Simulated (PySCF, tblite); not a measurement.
# C₃H₁₁FSi₃: geometry, infrared bands and NMR shifts

Aim: predict the infrared bands and NMR shifts of C₃H₁₁FSi₃ (`C[SiH2][SiH2]/C([SiH3])=C\F`).

Programs: tblite 0.8.0 and PySCF 2.14.0, with density-fitted response routines of our own. Each step states its level of theory. These are calculated values for one molecule in the gas phase, unless marked as measured. Atoms are numbered from 0 throughout.

**1. Starting geometry**

18 atoms, charge 0, multiplicity 1; geometry from: force field or distance geometry start.

Bonds of the start (Å): C0–Si1 1.89, Si1–Si2 2.20, Si2–C3 1.83, C3–Si4 1.85, C3–C5 1.33, C5–F6 1.34, C0–H7 1.11, C0–H8 1.10, C0–H9 1.10, Si1–H10 1.46, Si1–H11 1.49, Si2–H12 1.48, Si2–H13 1.50, Si4–H14 1.49, Si4–H15 1.47, Si4–H16 1.47, C5–H17 1.08.

**2. Optimising the geometry with GFN2-xTB**

Job settings and geometry (Å):

```
{"job": {"kind": "relax", "xc": "GFN2-xTB", "basis": "xTB"}, "charge": 0, "multiplicity": 1}
C      2.898800     0.364300    -0.321300
Si     1.771600    -1.136000    -0.112100
Si    -0.109900    -0.706400    -1.158600
C     -1.379000     0.089300    -0.107100
Si    -2.784200     1.027800    -0.850200
C     -1.370100     0.023300     1.223500
F     -0.411200    -0.622300     1.905700
H      2.417400     1.081400    -1.020300
H      3.037900     0.870300     0.646700
H      3.872000     0.021500    -0.696700
H      1.637800    -1.458800     1.301400
H      2.417500    -2.324800    -0.736000
H     -0.672200    -1.940400    -1.751600
H      0.213900     0.237500    -2.273900
H     -2.814100     2.345200    -0.154700
H     -4.059300     0.311100    -0.686800
H     -2.526700     1.313600    -2.268400
H     -2.148800     0.509800     1.784000
```

Run with:

```console
OMP_NUM_THREADS=1 python probes_run.py task.json out
```

The driver reads the jobs from task.json and runs them one after another.

**Question.** This job is followed by: GFN2-xTB harmonic vibrations, gas phase; GIAO PBE0/pcSseg-1 NMR shielding, non-relativistic, gas phase. What will the session give for the following? strongest single infrared mode (GFN2-xTB); zero-point energy (GFN2-xTB); 13C shifts against TMS (PBE0/pcSseg-1); 1H shifts against TMS (PBE0/pcSseg-1, means over atoms taken as alike); 29Si shifts against TMS (PBE0/pcSseg-1); 19F shifts against CFCl3 (PBE0/pcSseg-1).

The runs gave:

| quantity | value |
| --- | --- |
| strongest single infrared mode (GFN2-xTB) | 644 cm⁻¹, 487 km/mol |
| zero-point energy (GFN2-xTB) | 73.3 kcal/mol |
| 13C shifts against TMS (PBE0/pcSseg-1) | 169.2, 103.3, -9.1 ppm |
| 1H shifts against TMS (PBE0/pcSseg-1, means over atoms taken as alike) | 7.12, 4.28, 4.23, 3.99, 0.14 ppm |
| 29Si shifts against TMS (PBE0/pcSseg-1) | -71.8, -84.0, -88.2 ppm |
| 19F shifts against CFCl3 (PBE0/pcSseg-1) | -45.1 ppm |

Over 215 steps the energy fell by 0.567 eV; of the close pairs, Si1–Si2 changed most, 2.195 to 2.317 Å. No mode is imaginary among the 48: a minimum at this level. The strongest single mode, at 644 cm⁻¹, is spread over many atoms; the largest shares are those of H11, H10. Unscaled tight-binding wavenumbers are off by several per cent, some by more. Its intensities can rank the bands wrongly. The most deshielded hydrogen is H17 (hydrogen on an alkene CH), at 7.12 ppm: olefinic region. At PBE0/pcSseg-1: Shielding is most anisotropic at F6 (span 247 ppm, paramagnetic term -261 ppm).
